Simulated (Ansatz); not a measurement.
**Mg2FeH6: further runs on the relaxed cell**

The task here is to estimate one member of a computed series from the others.

Method: DFT LDA, scalar-relativistic, plane waves, PAW, in Ansatz 0.2.0.

1 further run of the same task is left out (set aside as unsound or not needed).

### The system as given

It takes space group Fm-3m (No. 225, cubic). Conventional cell: a = 6.279 Å, b = 6.279 Å, c = 6.279 Å, α = 90.00°, β = 90.00°, γ = 90.00°. Mg (site symmetry -43m) is surrounded by 12 H at 2.22 Å. Fe (site symmetry m-3m) has 6 H at 1.54 Å as nearest neighbours. H (site symmetry 4mm) has 1 Fe at 1.54 Å and 4 Mg at 2.22 Å as nearest neighbours.

As a file:

```cif
data_structure
_symmetry_space_group_name_H-M 'Fm-3m'
_symmetry_Int_Tables_number 225
_cell_length_a 6.2789
_cell_length_b 6.2789
_cell_length_c 6.2789
_cell_angle_alpha 90.000
_cell_angle_beta 90.000
_cell_angle_gamma 90.000
_cell_volume 247.54
loop_
_atom_site_label
_atom_site_type_symbol
_atom_site_symmetry_multiplicity
_atom_site_Wyckoff_symbol
_atom_site_fract_x
_atom_site_fract_y
_atom_site_fract_z
_atom_site_occupancy
Mg1 Mg 8 c 0.25000 0.75000 0.75000 1
Fe1 Fe 4 a 0.00000 0.00000 0.00000 1
H1 H 24 e 0.24516 0.00000 0.00000 1
```

It is the result of an earlier relaxation at this level (volume 6.88 Å³/atom; gap on the mesh: 1.79 eV).

The first run:

The input, input.yaml:

```yaml
crystal:
  lattice:
    - [0.0, 3.1077340995, 3.1077340995]
    - [3.1077340995, 0.0, 3.1077340995]
    - [3.1077340995, 3.1077340995, 0.0]
  atoms:
    - { symbol: Mg, position: [0.25, 0.25, 0.25] }
    - { symbol: Mg, position: [0.75, 0.75, 0.75] }
    - { symbol: Fe, position: [0.0, 0.0, 0.0] }
    - { symbol: H, position: [0.7548406824, 0.2451593176, 0.2451593176] }
    - { symbol: H, position: [0.2451593176, 0.7548406824, 0.2451593176] }
    - { symbol: H, position: [0.2451593176, 0.7548406824, 0.7548406824] }
    - { symbol: H, position: [0.7548406824, 0.2451593176, 0.7548406824] }
    - { symbol: H, position: [0.2451593176, 0.2451593176, 0.7548406824] }
    - { symbol: H, position: [0.7548406824, 0.7548406824, 0.2451593176] }
basis:
  ecutwfc: 420
kpoints:
  mp_grid: { grid: [8, 8, 8] }
hamiltonian:
  xc: lda
scf:
  occupations: { method: gaussian, width: 0.02 }
output:
  forces: true
  stress: true
  eigenvalues: true
relax:
  adjacent_minimum: "off"
  f_tol: 0.01
  max_steps: 30
```

Launch:

```bash
$ ansatz run input.yaml --threads 2 --pin off --max-ram 5120MiB --backend cpu --events-out ev --progress --plain --runs-dir out
```

Steps of the session up to this table: The cell scaled to 0.97 of its volume; Volume × 1.03; Point at V/V0 = 0.94; Volume × 1.06; The cell scaled to 0.91 of its volume; The cell scaled to 1.10 of its volume; Volume × 0.88.

One table of the session follows, with a row left open; its other results are not shown here.

It belongs to the step «Equation of state». 

```
volume (Å³/atom)  energy above the lowest point (meV/atom)  pressure (GPa)  gap on the mesh (eV)
           6.051                                      33.6           14.49                  1.89
           6.257                                      17.9           10.03                  1.86
           6.464                                       7.6            6.18                  1.83
           6.670                                       1.8            2.86                  1.81
           6.876                                       0.0           -0.01                  1.79
           7.082                                       1.6           -2.48                  1.77
           7.289                                         ?               ?                     ?
           7.564                                      16.3           -7.02                  1.72
```

**Question.** Estimate the row for volume (Å³/atom) = 7.289.

Worked estimate for «energy above the lowest point (meV/atom)». A straight line through the neighbours (7.082, 1.6) and (7.564, 16.3) gives 1.6 + (16.3 − 1.6) × (7.289 − 7.082) / (7.564 − 7.082) = 7.9; a parabola fitted to 3 rows on both sides gives 6.0.

The run gave: energy above the lowest point (meV/atom): 6.2; pressure (GPa): -4.61; gap on the mesh (eV): 1.75. In «energy above the lowest point (meV/atom)» the line misses by +1.7 and the parabola by -0.2.

Limits of these values: Warnings in the runs' records: stress scf threshold loose.
